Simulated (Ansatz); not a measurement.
Consider a rigid torsion scan of CH4F2OSi, SMILES O[SiH](F)CF (Ansatz 0.2.0 through its Python package).

`ch4f2osi.py`:
```python
"""Rigid torsion scan of CH4F2OSi."""

from dataclasses import dataclass

import ansatz as az
from ase import Atoms


@dataclass(frozen=True)
class Options:
    basis_set: str = "def2-SVP"
    xc: str = "pbe0"
    fmax: float = 0.02
    method: str = "MP2"


settings = Options()

atoms = Atoms(["O", "Si", "F", "C", "F", "H", "H", "H", "H"], positions=[
    (-0.6533, 1.0279, 1.3925),
    (0.4703, 0.2747, 0.5139),
    (1.3153, 1.4169, -0.2176),
    (-0.1054, -0.87, -0.7723),
    (-1.1091, -0.25, -1.554),
    (-1.1901, 1.7508, 0.8647),
    (1.3782, -0.4428, 1.472),
    (-0.6308, -1.7307, -0.3236),
    (0.6135, -1.2231, -1.3927),
])

# relax first, so that the scan starts from a minimum
first = (
    az.Crystal.molecule_from_ase(atoms).calculation()
    .basis(gaussian=settings.basis_set)  # atom-centred Gaussian functions
    .scf(lower_state_search="standard")
    .functional(settings.xc)
    .relax(force_tolerance=settings.fmax, max_steps=80)
)
atoms.positions = first.run(threads=1).report["positions_ang"]

start = atoms.get_dihedral(2, 1, 0, 5)
energies = {}
for turn in range(0, 360, 30):
    turned = atoms.copy()
    turned.set_dihedral(2, 1, 0, 5, start + turn, indices=[0, 5])
    calculation = (
        az.Crystal.molecule_from_ase(turned).calculation()
        .basis(gaussian=settings.basis_set)
        .correlation(settings.method)  # correlation on top of the mean field
        .scf(lower_state_search="standard")
    )
    energies[round((start + turn) % 360)] = calculation.run(threads=1).report["free_energy_ev"]
floor = min(energies.values())
print("dihedral F2-Si1-O0-H5 (deg)   E - E(min) (eV)")
for angle, e in sorted(energies.items()):
    print(f"{angle:8d} {(e - floor):14.3f}  " + "#" * int(30 * (e - floor) / max(max(energies.values()) - floor, 1e-9)))
```

Where along the turn do the lowest and the highest point lie, and how far apart are they?

The lowest point is at 88° and the highest at 208°, 0.245 eV (23.6 kJ/mol) above it, with the rest of the molecule held.

The output:

```console
$ python ch4f2osi.py
dihedral F2-Si1-O0-H5 (deg)   E - E(min) (eV)
      28          0.118  ##############
      58          0.044  #####
      88          0.000
     118          0.062  #######
     148          0.176  #####################
     178          0.244  #############################
     208          0.245  ##############################
     238          0.195  #######################
     268          0.139  #################
     298          0.125  ###############
     328          0.147  ##################
     358          0.156  ###################
```

Notes:
- These settings explore the input space; basis and method may be short of convergence.
- The scan is rigid and the energies are electronic, in a modest basis. With rigid groups the curve can differ much from the relaxed path, the start wasn't checked as a minimum of this torsion, and equivalent turns needn't return to the same energy.
- The start is relaxed with a density functional and scanned with the wavefunction method, so it isn't exactly that method's minimum.
- The whole script took 42 s on 1 thread of Intel(R) Xeon(R) 6975P-C (Granite Rapids), with other jobs on the host, peak memory 0.27 GiB.
